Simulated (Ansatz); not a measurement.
# Be (diamond type): how the settings move a single-point run

Aim: see which settings change the result for Be (diamond type), by how much, and at what cost.

Computed with Ansatz 0.2.0 (reference: DFT, PBEsol, norm-conserving pseudopotentials, Ansatz's default files, scalar-relativistic, unless a step's input says otherwise).

**1. The structure to begin with**

The structure is cubic, space group Fd-3m (No. 227). The conventional cell has a = 4.874 Å, b = 4.874 Å, c = 4.874 Å, α = 90.00°, β = 90.00°, γ = 90.00°. Around Be (site symmetry -43m) lie 4 Be at 2.11 Å.

As a file:

```cif
data_structure
_symmetry_space_group_name_H-M 'P 1'
_symmetry_Int_Tables_number 1
_cell_length_a 3.4462
_cell_length_b 3.4462
_cell_length_c 3.4462
_cell_angle_alpha 60.000
_cell_angle_beta 60.000
_cell_angle_gamma 60.000
_cell_volume 28.94
loop_
_atom_site_label
_atom_site_type_symbol
_atom_site_fract_x
_atom_site_fract_y
_atom_site_fract_z
_atom_site_occupancy
Be1 Be 0.87500 0.87500 0.87500 1
Be2 Be 0.12500 0.12500 0.12500 1
```

**2. Reference**

input.yaml

```yaml
crystal:
  lattice:
    - [0.0, 2.436812061, 2.436812061]
    - [2.436812061, 0.0, 2.436812061]
    - [2.436812061, 2.436812061, 0.0]
  atoms:
    - { symbol: Be, position: [-0.125, -0.125, -0.125] }
    - { symbol: Be, position: [0.125, 0.125, 0.125] }
kpoints:
  mp_grid: { grid: [15, 15, 15] }
scf:
  occupations: { method: fermi_dirac, width: 0.05 }
hamiltonian:
  xc: pbesol
  pseudopotentials: { kind: nc }
output:
  forces: true
  stress: true
  eigenvalues: true
```

Command:

```bash
$ ansatz run input.yaml --threads 1 --pin off --max-ram 2048MiB --backend cpu --events-out ev --progress --plain --runs-dir out
```

**3. Variant: lower_state_search off**

Edit input.yaml of step 2 so:

```diff
@@ -12,2 +12,3 @@
   occupations: { method: fermi_dirac, width: 0.05 }
+  lower_state_search: "off"
 hamiltonian:
```

Q: Predict the outcome of this session. Wanted: for each run, ending; energy change; pressure; gap; force.

**Answer**, as computed:

```tsv
run	ending	energy change	pressure (GPa)	gap (eV)	force (eV/Å)	cycles	time
reference	converged	0	0.2	0.00	0.00	5	6.9 s
1: lower_state_search off	converged	0.0 meV/atom	0.2	0.00	0.00	5	6.8 s
```

Residual by cycle in the longest SCF loop of each run; runs are numbered as in the table. The quantity is the density residual dr2, in eV.

```tsv
cycle	reference	run 1
1	0.0491	0.0491
2	0.00889	0.00889
3	1.7e-5	1.7e-5
4	9.9e-8	9.9e-8
5	1.6e-10	1.6e-10
```

What this shows: The changed input (search for lower states) leaves the energy the same to the digits printed.
